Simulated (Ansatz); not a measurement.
# InSb3: energy and stress against strain

Aim: for InSb3, strain the cell along the Voigt pattern (1, -1, 0, 0, 0, 0).

Method: DFT PBEsol+D3(BJ), scalar-relativistic, plane waves, PAW, in Ansatz 0.2.0.

2 further runs of the same task are left out: 2 set aside as unsound or not needed. Runs told in other sessions of the task aren't counted.

**1. The starting structure**

The structure is cubic, space group Fm-3m (No. 225). Conventional cell: a = 7.324 Å, b = 7.324 Å, c = 7.324 Å, α = 90.00°, β = 90.00°, γ = 90.00°. In (site symmetry m-3m) is surrounded by 8 Sb at 3.17 Å. Around Sb (site symmetry -43m) lie 4 In at 3.17 Å and 4 Sb at 3.17 Å. Around Sb (site symmetry m-3m) lie 8 Sb at 3.17 Å.

Coordinates:

```
CELL_PARAMETERS angstrom
0.00000 3.66207 3.66207
3.66207 0.00000 3.66207
3.66207 3.66207 0.00000
ATOMIC_POSITIONS crystal
In 0.00000 0.00000 0.00000
Sb 0.25000 0.25000 0.25000
Sb 0.75000 0.75000 0.75000
Sb 0.50000 0.50000 0.50000
```

It goes back to an entry of the Materials Project, which need not be the stable form.

This cell was relaxed beforehand with the same method: volume 24.56 Å³/atom, gap on the mesh none (metal).

**2. The scan: energy and stress against strain**

The cell is strained by ε times the Voigt pattern (1, -1, 0, 0, 0, 0) (xx, yy, zz, yz, xz, xy; engineering shear), with fractional coordinates fixed (clamped ions). The stress on the pattern is the sum of the stress components weighted by it, tension positive.

**3. ε = -0.0400**

Contents of input.yaml:

```yaml
crystal:
  lattice:
    - [0.0, 3.808549058, 3.6620664019]
    - [3.5155837458, 0.0, 3.6620664019]
    - [3.5155837458, 3.808549058, 0.0]
  atoms:
    - { symbol: In, position: [0.0, 0.0, 0.0] }
    - { symbol: Sb, position: [0.25, 0.25, 0.25] }
    - { symbol: Sb, position: [0.75, 0.75, 0.75] }
    - { symbol: Sb, position: [0.5, 0.5, 0.5] }
basis:
  ecutwfc: 420
kpoints:
  mp_grid: { grid: [12, 12, 12] }
hamiltonian:
  xc: pbesol
  dispersion: d3bj
scf:
  occupations: { method: gaussian, width: 0.15 }
output:
  forces: true
  stress: true
  eigenvalues: true
```

Command:

```sh
ansatz run input.yaml --threads 1 --pin off --max-ram 2560MiB --backend cpu --events-out ev --progress --plain --runs-dir out
```

**4. Point ε = 0.0300**

input.yaml, as its differences from that of step 3:

```diff
@@ -2,5 +2,5 @@
   lattice:
-    - [0.0, 3.808549058, 3.6620664019]
-    - [3.5155837458, 0.0, 3.6620664019]
-    - [3.5155837458, 3.808549058, 0.0]
+    - [0.0, 3.5522044098, 3.6620664019]
+    - [3.771928394, 0.0, 3.6620664019]
+    - [3.771928394, 3.5522044098, 0.0]
   atoms:
```

**5. ε = -0.0200**

input.yaml, as its differences from that of step 4:

```diff
@@ -2,5 +2,5 @@
   lattice:
-    - [0.0, 3.5522044098, 3.6620664019]
-    - [3.771928394, 0.0, 3.6620664019]
-    - [3.771928394, 3.5522044098, 0.0]
+    - [0.0, 3.7353077299, 3.6620664019]
+    - [3.5888250739, 0.0, 3.6620664019]
+    - [3.5888250739, 3.7353077299, 0.0]
   atoms:
```

**6. At ε = 0.0100**

input.yaml, as its differences from that of step 5:

```diff
@@ -2,5 +2,5 @@
   lattice:
-    - [0.0, 3.7353077299, 3.6620664019]
-    - [3.5888250739, 0.0, 3.6620664019]
-    - [3.5888250739, 3.7353077299, 0.0]
+    - [0.0, 3.6254457379, 3.6620664019]
+    - [3.6986870659, 0.0, 3.6620664019]
+    - [3.6986870659, 3.6254457379, 0.0]
   atoms:
```

**7. At ε = 0.0350**

input.yaml, as its differences from that of step 6:

```diff
@@ -2,5 +2,5 @@
   lattice:
-    - [0.0, 3.6254457379, 3.6620664019]
-    - [3.6986870659, 0.0, 3.6620664019]
-    - [3.6986870659, 3.6254457379, 0.0]
+    - [0.0, 3.5338940778, 3.6620664019]
+    - [3.790238726, 0.0, 3.6620664019]
+    - [3.790238726, 3.5338940778, 0.0]
   atoms:
@@ -23 +23,5 @@
   eigenvalues: true
+  write_density: true
+  write_potential: true
+  elf: true
+  volumetric_format: npy
```

**8. Point ε = 0.0250**

input.yaml, as its differences from that of step 7:

```diff
@@ -2,5 +2,5 @@
   lattice:
-    - [0.0, 3.5338940778, 3.6620664019]
-    - [3.790238726, 0.0, 3.6620664019]
-    - [3.790238726, 3.5338940778, 0.0]
+    - [0.0, 3.5705147419, 3.6620664019]
+    - [3.7536180619, 0.0, 3.6620664019]
+    - [3.7536180619, 3.5705147419, 0.0]
   atoms:
@@ -23,5 +23 @@
   eigenvalues: true
-  write_density: true
-  write_potential: true
-  elf: true
-  volumetric_format: npy
```

**9. Point ε = 0.0150**

input.yaml, as its differences from that of step 8:

```diff
@@ -2,5 +2,5 @@
   lattice:
-    - [0.0, 3.5705147419, 3.6620664019]
-    - [3.7536180619, 0.0, 3.6620664019]
-    - [3.7536180619, 3.5705147419, 0.0]
+    - [0.0, 3.6071354059, 3.6620664019]
+    - [3.7169973979, 0.0, 3.6620664019]
+    - [3.7169973979, 3.6071354059, 0.0]
   atoms:
```

**10. Point ε = 0.0050**

input.yaml, as its differences from that of step 9:

```diff
@@ -2,5 +2,5 @@
   lattice:
-    - [0.0, 3.6071354059, 3.6620664019]
-    - [3.7169973979, 0.0, 3.6620664019]
-    - [3.7169973979, 3.6071354059, 0.0]
+    - [0.0, 3.6437560699, 3.6620664019]
+    - [3.6803767339, 0.0, 3.6620664019]
+    - [3.6803767339, 3.6437560699, 0.0]
   atoms:
```

(Steps that only read results are left out.)

Before running it: what results should come out? Wanted: slope of the stress at ε = 0, from the points at -0.0200, 0 and 0.0050.

**Answer**, as computed:

| quantity | value |
| --- | --- |
| slope of the stress at ε = 0, from the points at -0.0200, 0 and 0.0050 | 33 GPa |

What this shows: From the stress slope, C11 + C22 − 2 C12 is about 33 GPa with the ions clamped; letting the atoms relax could not make it stiffer. No sampled point lies below the undisturbed cell. The runs treat Sb without spin-orbit coupling.
